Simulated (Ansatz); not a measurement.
LaBi, space group Fm-3m, a surface slab

Computed with the Python package of Ansatz (0.2.0).

Interactive session:
```pycon
>>> import ansatz as az
>>> from ase import Atoms
>>> from ase.build import surface
>>> import numpy as np
>>> FUNCTIONAL = 'pbesol'
>>> FILLING = 'cold'
>>> WIDTH_EV = 0.05
>>> SCF_TOL = 1e-07
>>> atoms = Atoms(
...     ['La', 'Bi'],
...     scaled_positions=[
...         [0.0, 0.0, 0.0],
...         [0.5, 0.5, 0.5],
...     ],
...     cell=[
...         [0.0, 3.2825, 3.2825],
...         [3.2825, 0.0, 3.2825],
...         [3.2825, 3.2825, 0.0],
...     ],
...     pbc=True,
... )
>>> # Miller indices count the vectors of the cell as typed
>>> slab = surface(atoms, (1, 0, 1), 3, vacuum=8.0)
>>> slab.pbc = True
>>> print(slab.get_chemical_formula(), 'area {:.3f} A^2, cell height {:.2f} A'.format(np.linalg.norm(np.cross(slab.cell[0], slab.cell[1])), slab.cell[2, 2]))
Bi3La3 area 21.550 A^2, cell height 22.56 A
>>> def prepared(structure):
...     return (
...         az.Crystal.from_ase(structure).calculation()
...         .functional(FUNCTIONAL)
...         .occupations(FILLING, width=WIDTH_EV)
...         .scf(tolerance=SCF_TOL)
...     )
...
>>> base = (
...     prepared(slab)
...     .kpoints(4, 4, 1)
...     .electric_field(axis=3, dipole_correction=True)
...     .potential()
...     .forces()
... )
>>> outcome = base.run()
DeckWarning: basis.ecutwfc = 420 eV, auto-derived from the records' recommended cutoffs: set by La (normal level)
RunWarning: The output density's exchange-correlation potential varies sharply where the density is thin. Do not read a vacuum level from v_tot or v_xc, or from such a field of the output density. On a cell that repeats whose density bears no net charge and [...]
>>> data = outcome.report
>>> data['kweights']
[0.0625, 0.25, 0.125, 0.25, 0.25, 0.0625]
>>> [(site.symbol, site.position_frac.round(4).tolist()) for site in outcome.lattice.sites]
[(<Element.LA: 'La'>, [0.0, 0.0, 0.3545]), (<Element.BI: 'Bi'>, [0.5, 0.5, 0.3545]), (<Element.LA: 'La'>, [0.5, 0.5, 0.5]), (<Element.BI: 'Bi'>, [0.0, 0.0, 0.5]), (<Element.LA: 'La'>, [0.0, 0.0, 0.6455]), (<Element.BI: 'Bi'>, [0.5, 0.5, 0.6455])]
>>> data['converged'], data['free_energy_ev']
(True, -55214.62240571187)
>>> print(f'slab free energy {data["free_energy_ev"]:.4f} eV, Fermi level {data["fermi_energy_ev"]:.3f} eV')
slab free energy -55214.6224 eV, Fermi level 2.648 eV
>>> for key, value in data['work_function'].items():
...     if isinstance(value, float):
...         print(f'{key:34s} {value:12.5f}')
...
ramp_position                           0.95000
ramp_width                              0.10000
amplitude_v_ang                         0.00000
dipole_field_v_ang                     -0.00000
dipole_moment_e_ang                    -0.00000
phi_plus_ev                             3.40303
phi_minus_ev                            3.40300
vacuum_level_plus_ev                    6.05059
vacuum_level_minus_ev                   6.05056
flatness_plus_ev_ang                    0.00024
flatness_minus_ev_ang                   0.00024
ramp_density_extremum_e_ang3            0.00000
ramp_density_minimum_e_ang3            -0.00000
ramp_density_bound_e_ang3               0.00001
ramp_density_effective_e_ang3           0.00000
plane_spacing_ang                       0.14103
>>> # surface energy from the bulk energy at the same settings
>>> bulk = prepared(atoms).kpoints(6, 6, 6).run().report
>>> excess = data['free_energy_ev'] - bulk['free_energy_ev'] * len(slab) / len(atoms)
>>> area = np.linalg.norm(np.cross(slab.cell[0], slab.cell[1]))
>>> print(f'mean surface energy {excess / (2 * area) * 16.02177:.3f} J/m^2 ({1000 * excess / (2 * area):.1f} meV/A^2)')
mean surface energy 0.580 J/m^2 (36.2 meV/A^2)
>>> print('z (A) and force along z (eV/A)')
z (A) and force along z (eV/A)
>>> for site, force in sorted(zip(outcome.lattice.sites, data['forces_ev_ang']), key=lambda pair: pair[0].position_ang[2]):
...     print(f'{site.symbol:3s} {site.position_ang[2]:8.3f} {force[2]:9.4f}')
...
La     8.000    0.4620
Bi     8.000   -0.1957
La    11.282    0.0000
Bi    11.282    0.0000
La    14.565   -0.4620
Bi    14.565    0.1957
```

Reading the output:
- Absolute energies stand on the zero of these potentials, so only differences at equal settings mean something. A total without «per atom» is that of the cell as typed.
- Only differences from the Fermi energy are physical; the zero of the scale is a convention.
- Of the deposited cell: the entry's cell lengths or inner coordinates differ somewhat from later room-temperature determinations.
- Spin-orbit coupling, which matters for elements this heavy, is left out.
- The structure is a deposited one; some such entries were measured under pressure or heat, so a shift against it needn't be the functional's error alone.
- Warnings are shown shortened and without file and line.
- The slab is thin and cut from the structure as given; a cut can leave two unlike or polar faces, and the surface energy is then their mean. Miller indices refer to the vectors of the cell as typed, and the lattice isn't relaxed for this functional, so relaxation and surface energy can hold strain.
- Run time: 19 s on 1 thread of Arm Neoverse V1, with other jobs on the host, peak memory 0.68 GiB.
